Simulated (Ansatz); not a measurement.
**LuPb2: stress in a strained cell**

LuPb2 is deformed so: equal xx and yy strain of +1 %. What stress and forces result, by LAPW, PAW and all-electron datasets made for the crystal?

Program: Ansatz 0.2.0. Level of theory: DFT PBEsol, scalar-relativistic. These are calculated values, not measurements.

**1. The starting structure**

Symmetry: I4/mmm, No. 139, tetragonal system. Conventional cell: a = 3.706 Å, b = 3.706 Å, c = 13.120 Å, α = 90.00°, β = 90.00°, γ = 90.00°. Around Lu (site symmetry 4/mmm) lie 8 Pb at 3.42 Å and 4 Lu at 3.71 Å. Pb (site symmetry 4mm) is surrounded by 8 Pb at 3.41 to 3.71 Å and 4 Lu at 3.42 Å.

As a file:

```
CELL_PARAMETERS angstrom
-1.85305 1.85305 6.56000
1.85305 -1.85305 6.56000
1.85305 1.85305 -6.56000
ATOMIC_POSITIONS crystal
Lu 0.00000 0.00000 0.00000
Pb 0.33300 0.33300 0.00000
Pb 0.66700 0.66700 0.00000
```

Atoms are numbered in the order of the input: Lu1, Pb2, Pb3.

**2. After the deformation**

Space group I4/mmm before, I4/mmm after.

**3. LAPW, all electrons**

input.yaml reads:

```yaml
crystal:
  lattice:
    - [-1.8715805, 1.8715805, 6.56]
    - [1.8715805, -1.8715805, 6.56]
    - [1.8715805, 1.8715805, -6.56]
  atoms:
    - { symbol: Lu, position: [0.0, 0.0, 0.0] }
    - { symbol: Pb, position: [0.333, 0.333, 0.0] }
    - { symbol: Pb, position: [0.667, 0.667, 0.0] }
kpoints:
  mp_grid: { grid: [12, 12, 12] }
  band_path:
    path:
      - [0.0, 0.0, 0.0]
      - [0.0, 0.0, 0.5]
      - [0.25, 0.25, 0.25]
      - [0.0, 0.5, 0.0]
      - [0.0, 0.0, 0.0]
      - [0.5, 0.5, -0.5]
      - [0.2703492943, 0.7296507057, -0.2703492943]
      - [-0.2703492943, 0.2703492943, 0.2703492943]
      - [0.0, 0.0, 0.0]
    npoints: 5
scf:
  occupations: { method: fermi_dirac, width: 0.05 }
hamiltonian:
  xc: pbesol
  pseudopotentials: { kind: all_electron, lapw: { basis_error: 0.001 } }
output:
  forces: true
  stress: true
  eigenvalues: true
```

Launch:

```console
$ ansatz run input.yaml --threads 1 --pin off --max-ram 4096MiB --backend cpu --events-out ev --progress --plain --runs-dir out
```

**4. Frozen-core PAW**

input.yaml reads:

```yaml
crystal:
  lattice:
    - [-1.8715805, 1.8715805, 6.56]
    - [1.8715805, -1.8715805, 6.56]
    - [1.8715805, 1.8715805, -6.56]
  atoms:
    - { symbol: Lu, position: [0.0, 0.0, 0.0] }
    - { symbol: Pb, position: [0.333, 0.333, 0.0] }
    - { symbol: Pb, position: [0.667, 0.667, 0.0] }
kpoints:
  mp_grid: { grid: [12, 12, 12] }
scf:
  occupations: { method: fermi_dirac, width: 0.05 }
hamiltonian:
  xc: pbesol
  pseudopotentials: { kind: paw }
output:
  forces: true
  stress: true
  eigenvalues: true
  efg: { contact_densities: true }
```

**5. Datasets made for this crystal**

Edit input.yaml of step 4 so:

```diff
@@ -15,3 +15,3 @@
   xc: pbesol
-  pseudopotentials: { kind: paw }
+  pseudopotentials: { kind: all_electron, datasets: crystal }
 output:
```

(Steps that only read results are left out.)

What does the calculation give? Wanted: pressure; largest shear or deviatoric stress.

As calculated:

| quantity | value |
| --- | --- |
| pressure | LAPW -4.41, PAW -4.42, crystal datasets -4.42 GPa |
| largest shear or deviatoric stress (LAPW) | 0.51 GPa |

In words: The largest part of the stress beyond the pressure is 0.51 GPa in size, in the zz component; the atoms are carried along and not relaxed. No run of the undeformed cell stands beside it, so the pressure holds what the given cell had before the change. PAW: stress within 0.01 GPa of LAPW, forces within 1 meV/Å. Crystal datasets: stress within 0.01 GPa of LAPW, forces within 1 meV/Å. Spin-orbit coupling is left out, though the cell holds Pb; in elements this heavy it can shift bands and gaps by tenths of an eV.
